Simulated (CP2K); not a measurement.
# SVWN5/def2-SVPD run of CHBrClF (bromochlorofluoromethane)

Aim: the energy change on altering one bond length of CHBrClF (bromochlorofluoromethane) at SVWN5/def2-SVPD, from 2 runs. 

The results are computed with CP2K 2026.2.

2 further runs of the same task are left out: 2 that didn't finish.

### Step 1. The structure to begin with

CHBrClF: 5 atoms, total charge 0, spin state singlet. As SMILES, `FC(Cl)Br`. Geometry: relaxed at PBE0-D4/def2-TZVP.

Bond lengths: F1–C2 1.339 Å, C2–Cl3 1.753 Å, C2–Br4 1.934 Å, C2–H5 1.087 Å. Angles: F1–C2–Cl3 109.8°, F1–C2–Br4 109.3°, Cl3–C2–Br4 111.8°, F1–C2–H5 109.9°, Cl3–C2–H5 108.8°, Br4–C2–H5 107.2°.

### Step 2. The energy at SVWN5/def2-SVPD

Input file run.inp:

```
&GLOBAL
    PROJECT run
    RUN_TYPE ENERGY
    PRINT_LEVEL MEDIUM
&END GLOBAL

&FORCE_EVAL
    METHOD QS
    &DFT
        BASIS_SET_FILE_NAME ./def2_svpd.basis
        POTENTIAL_FILE_NAME POTENTIAL
        CHARGE 0
        MULTIPLICITY 1
        &QS
            METHOD GAPW
            EPS_DEFAULT 1.0E-10
        &END QS
        ! real-space grids
        &MGRID
            CUTOFF 280
            REL_CUTOFF 50
            NGRIDS 4
        &END MGRID
        &POISSON
            PERIODIC NONE
            POISSON_SOLVER MULTIPOLE
        &END POISSON
        &SCF
            SCF_GUESS ATOMIC
            EPS_SCF 1.0E-07
            MAX_SCF 100
            ADDED_MOS 10
            &DIAGONALIZATION
                ALGORITHM STANDARD
            &END DIAGONALIZATION
            &MIXING
                METHOD DIRECT_P_MIXING
                ALPHA 0.4
            &END MIXING
        &END SCF
        &XC
            &XC_FUNCTIONAL
                &LDA_X
                &END LDA_X
                &LDA_C_VWN
                &END LDA_C_VWN
            &END XC_FUNCTIONAL
        &END XC
        ! extra output
        &PRINT
            &MOMENTS
                PERIODIC F
                REFERENCE COM
                MAX_MOMENT 1
            &END MOMENTS
            &MO ON
                ENERGIES T
                OCCUPATION_NUMBERS T
                NDIGITS 6
                &EACH
                    QS_SCF 0
                &END EACH
                ADD_LAST NUMERIC
            &END MO
            &LOWDIN ON
            &END LOWDIN
            &HIRSHFELD OFF
            &END HIRSHFELD
        &END PRINT
    &END DFT
    &SUBSYS
        ! box in angstrom
        &CELL
            ABC [angstrom] 11.3 10.7 11.1
            PERIODIC NONE
        &END CELL
        &COORD
            F      5.149900     5.483600     6.791350
            C      5.668400     5.420500     5.558350
            Cl     7.014900     4.298400     5.537450
            Br     4.285100     4.905700     4.308650
            H      6.025600     6.401600     5.256150
        &END COORD
        &KIND F
            BASIS_SET def2-SVPD
            POTENTIAL ALL
            LEBEDEV_GRID 194
            RADIAL_GRID 100
        &END KIND
        &KIND C
            BASIS_SET def2-SVPD
            POTENTIAL ALL
            LEBEDEV_GRID 194
            RADIAL_GRID 100
        &END KIND
        &KIND Cl
            BASIS_SET def2-SVPD
            POTENTIAL ALL
            LEBEDEV_GRID 194
            RADIAL_GRID 100
        &END KIND
        &KIND Br
            BASIS_SET def2-SVPD
            POTENTIAL ALL
            LEBEDEV_GRID 194
            RADIAL_GRID 100
        &END KIND
        &KIND H
            BASIS_SET def2-SVPD
            POTENTIAL ALL
            LEBEDEV_GRID 194
            RADIAL_GRID 100
        &END KIND
    &END SUBSYS
&END FORCE_EVAL
```

Started as:

```console
$ OMP_NUM_THREADS=1 cp2k.psmp -i run.inp -o run.out
```

What it wrote, cut to the lines that bear on the results:

```text
CP2K| version string:                                       CP2K version 2026.2
[...]
 GLOBAL| Method name                                                        CP2K
[...]
 GLOBAL| Run type                                                         ENERGY
[...]
 DFT| Spin restricted Kohn-Sham (RKS) calculation                            RKS
 DFT| Multiplicity                                                             1
[...]
 DFT| Charge                                                                   0
[...]
 FUNCTIONAL| LDA_X:
[...]
 FUNCTIONAL| LDA_C_VWN:
[...]
 QS| Method:                                                                GAPW
[...]
 QS| Density cutoff [a.u.]:                                                140.0
[...]
 QS| Relative density cutoff [a.u.]:                                        25.0
[...]
                             - Atoms:                                          5
[...]
                             - Spherical basis functions:                    119
[...]
 Number of electrons:                                                         68
[...]
     1 P_Mix/Diag. 0.40E+00    0.8     0.58772947     -3166.9207490955 -3.17E+03
[...]
    15 DIIS/Diag.  0.16E-06    0.8     0.00000008     -3166.3452903919 -1.09E-11
  *** SCF run converged in    15 steps ***
[...]
  Overlap energy of the core charge distribution:               0.00000110669190
  Self energy of the core charge distribution:              -1025.06127650542976
  Core Hamiltonian energy:                                  -2351.60678386151085
  Hartree energy:                                             222.44135864385095
  Exchange-correlation energy:                                -26.40701569523306
[...]
                     Mulliken Population Analysis
 #  Atom  Element  Kind  Atomic population                           Net charge
       1     F        1          9.281175                             -0.281175
       2     C        2          5.633200                              0.366800
       3     Cl       3         17.198905                             -0.198905
       4     Br       4         34.984161                              0.015839
       5     H        5          0.902558                              0.097442
 # Total charge                             68.000000                 -0.000000
[...]
  Dipole moment [Debye]
    X=  0.4744507E+00 Y=  0.9735633E+00 Z= -0.4586474E+00  Total=      1.1761319
 ENERGY| Total FORCE_EVAL ( QS ) energy [hartree]          -3166.345290391901017
[...]
```

Run time: 14 s. Hardware: 1 thread of Arm Neoverse V1, shared host; peak memory 0.7 GiB.

### Step 3. The distorted shape

Input file gas.inp:

```
&force_eval
    method QUICKSTEP
    &dft
        basis_set_file_name ./def2_svpd.basis
        potential_file_name POTENTIAL
        &qs
            method GAPW
            eps_default 1.0E-10
        &end qs
        # real-space grids
        &mgrid
            cutoff 280
            rel_cutoff 50
            ngrids 4
        &end mgrid
        &poisson
            periodic NONE
            poisson_solver MULTIPOLE
        &end poisson
        # self-consistent field
        &scf
            scf_guess ATOMIC
            eps_scf 1.0E-07
            max_scf 80
            added_mos 5
            &diagonalization
                algorithm STANDARD
            &end diagonalization
            &mixing
                method DIRECT_P_MIXING
                alpha 0.4
            &end mixing
        &end scf
        &xc
            &xc_functional
                &lda_x
                &end lda_x
                &lda_c_vwn
                &end lda_c_vwn
            &end xc_functional
        &end xc
        &print
            &moments
                periodic F
                reference COM
                max_moment 1
            &end moments
            &mo ON
                energies T
                occupation_numbers T
                ndigits 6
                &each
                    qs_scf 0
                &end each
                add_last NUMERIC
            &end mo
            &lowdin ON
            &end lowdin
            &hirshfeld OFF
            &end hirshfeld
            &mo_molden ON
                ndigits 8
            &end mo_molden
        &end print
    &end dft
    &subsys
        # vacuum box
        &cell
            abc 11.3 11 11.1
            periodic NONE
        &end cell
        &coord
            F      5.149900     5.486454     6.791350
            C      5.668400     5.423354     5.558350
            Cl     7.014900     4.301254     5.537450
            Br     4.285100     4.908554     4.308650
            H      6.132746     6.698746     5.165502
        &end coord
        &kind F
            basis_set def2-SVPD
            potential ALL
            lebedev_grid 194
            radial_grid 100
        &end kind
        &kind C
            basis_set def2-SVPD
            potential ALL
            lebedev_grid 194
            radial_grid 100
        &end kind
        &kind Cl
            basis_set def2-SVPD
            potential ALL
            lebedev_grid 194
            radial_grid 100
        &end kind
        &kind Br
            basis_set def2-SVPD
            potential ALL
            lebedev_grid 194
            radial_grid 100
        &end kind
        &kind H
            basis_set def2-SVPD
            potential ALL
            lebedev_grid 194
            radial_grid 100
        &end kind
    &end subsys
&end force_eval

&global
    project gas
    run_type ENERGY
    print_level MEDIUM
&end global
```

Started as:

```console
$ OMP_NUM_THREADS=1 cp2k.psmp -i gas.inp > gas.out 2>&1
```

What it wrote, cut to the lines that bear on the results:

```text
CP2K| version string:                                       CP2K version 2026.2
[...]
 GLOBAL| Method name                                                        CP2K
[...]
 GLOBAL| Run type                                                         ENERGY
[...]
 DFT| Spin restricted Kohn-Sham (RKS) calculation                            RKS
 DFT| Multiplicity                                                             1
[...]
 DFT| Charge                                                                   0
[...]
 FUNCTIONAL| LDA_X:
[...]
 FUNCTIONAL| LDA_C_VWN:
[...]
 QS| Method:                                                                GAPW
[...]
 QS| Density cutoff [a.u.]:                                                140.0
[...]
 QS| Relative density cutoff [a.u.]:                                        25.0
[...]
                             - Atoms:                                          5
[...]
                             - Spherical basis functions:                    119
[...]
 Number of electrons:                                                         68
[...]
     1 P_Mix/Diag. 0.40E+00    0.8     0.38043204     -3166.8189041567 -3.17E+03
[...]
    16 DIIS/Diag.  0.13E-06    0.9     0.00000006     -3166.3141650021  4.55E-13
  *** SCF run converged in    16 steps ***
[...]
  Overlap energy of the core charge distribution:               0.00000015737733
  Self energy of the core charge distribution:              -1025.06127650542976
  Core Hamiltonian energy:                                  -2351.84849708211277
  Hartree energy:                                             222.65085615762814
  Exchange-correlation energy:                                -26.32168273177352
[...]
                     Mulliken Population Analysis
 #  Atom  Element  Kind  Atomic population                           Net charge
       1     F        1          9.253717                             -0.253717
       2     C        2          5.940039                              0.059961
       3     Cl       3         17.178050                             -0.178050
       4     Br       4         34.970703                              0.029297
       5     H        5          0.657491                              0.342509
 # Total charge                             68.000000                 -0.000000
[...]
 ENERGY| Total FORCE_EVAL ( QS ) energy [hartree]          -3166.314165002102982
[...]
```

It took 16 s on 1 thread of Arm Neoverse V1, shared host; peak memory 0.76 GiB.

### Step 4. Results

At SVWN5/def2-SVPD:

| quantity | value |
| --- | --- |
| first shape: total energy | -3166.34529 Eh |
| first shape: dipole moment | 1.18 D |
| first shape: HOMO energy | -7.49 eV |
| first shape: LUMO energy | -2.29 eV |
| first shape: HOMO–LUMO gap | 5.20 eV |
| distorted shape: total energy | -3166.31417 Eh |
| distorted shape: dipole moment | 1.12 D |
| distorted shape: HOMO energy | -7.48 eV |
| distorted shape: LUMO energy | -2.45 eV |
| distorted shape: HOMO–LUMO gap | 5.03 eV |
| energy change with the C2–H5 bond stretched from 1.087 to 1.413 Å | 0.847 eV |

**Reading.** With the C2–H5 bond stretched from 1.087 to 1.413 Å the energy rises by 0.85 eV (81.7 kJ/mol). The first shape isn't relaxed at this level, so the change isn't measured from a minimum.
